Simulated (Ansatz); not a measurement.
# ZrPbO3: the cost of one run

Method: DFT PBEsol, scalar-relativistic, plane waves, PAW, in Ansatz 0.2.0.

1 further run of the same task is left out (set aside as unsound or not needed).

## Step 1: The system as given

The structure is cubic, space group Pm-3m (No. 221). Conventional cell: a = 4.141 Å, b = 4.141 Å, c = 4.141 Å, α = 90.00°, β = 90.00°, γ = 90.00°. Zr (site symmetry m-3m) is surrounded by 6 O at 2.07 Å. Around Pb (site symmetry m-3m) lie 12 O at 2.93 Å. O (site symmetry 4/mmm) has 2 Zr at 2.07 Å and 4 Pb at 2.93 Å as nearest neighbours.

Coordinates:

```
CELL_PARAMETERS angstrom
4.14129 0.00000 0.00000
0.00000 4.14129 0.00000
0.00000 0.00000 4.14129
ATOMIC_POSITIONS crystal
Zr 0.00000 0.00000 0.00000
Pb 0.50000 0.50000 0.50000
O 0.50000 0.00000 0.00000
O 0.00000 0.00000 0.50000
O 0.00000 0.50000 0.00000
```

It goes back to an entry of the Materials Project, which need not be the stable form.

It is the result of an earlier relaxation at this level (volume 14.20 Å³/atom; gap on the mesh: 2.34 eV).

## Step 2: Electronic structure at the relaxed geometry

input.yaml reads:

```yaml
crystal:
  lattice:
    - [4.1412871277, 0.0, 0.0]
    - [0.0, 4.1412871277, 0.0]
    - [0.0, 0.0, 4.1412871277]
  atoms:
    - { symbol: Zr, position: [0.0, 0.0, 0.0] }
    - { symbol: Pb, position: [0.5, 0.5, 0.5] }
    - { symbol: O, position: [0.5, 0.0, 0.0] }
    - { symbol: O, position: [0.0, 0.0, 0.5] }
    - { symbol: O, position: [0.0, 0.5, 0.0] }
basis:
  ecutwfc: 420
kpoints:
  mp_grid: { grid: [6, 6, 6] }
  band_path:
    path:
      - [[0.0, 0.0, 0.0], [0.0, 0.5, 0.0], [0.5, 0.5, 0.0], [0.0, 0.0, 0.0], [0.5, 0.5, 0.5], [0.0, 0.5, 0.0]]
      - [[0.5, 0.5, 0.5], [0.5, 0.5, 0.0]]
    npoints: 14
hamiltonian:
  xc: pbesol
scf:
  occupations: { method: gaussian, width: 0.02 }
  n_extra_bands: 12
output:
  forces: true
  stress: true
  eigenvalues: true
  populations: true
  dos: { projected: true, de: 0.02, nscf_kmesh: { grid: [9, 9, 9] } }
  bader: true
  write_density: true
  write_potential: true
  elf: true
  volumetric_format: npy
```

Command:

```sh
$ ansatz run input.yaml --threads 1 --pin off --max-ram 2560MiB --backend cpu --events-out ev --progress --plain --runs-dir out
```

**Question.** How long does this run take on 1 thread of Intel Xeon 6975P-C (Granite Rapids), shared host, and how much memory does it need?

About 29 s, with a peak of 0.46 GiB.
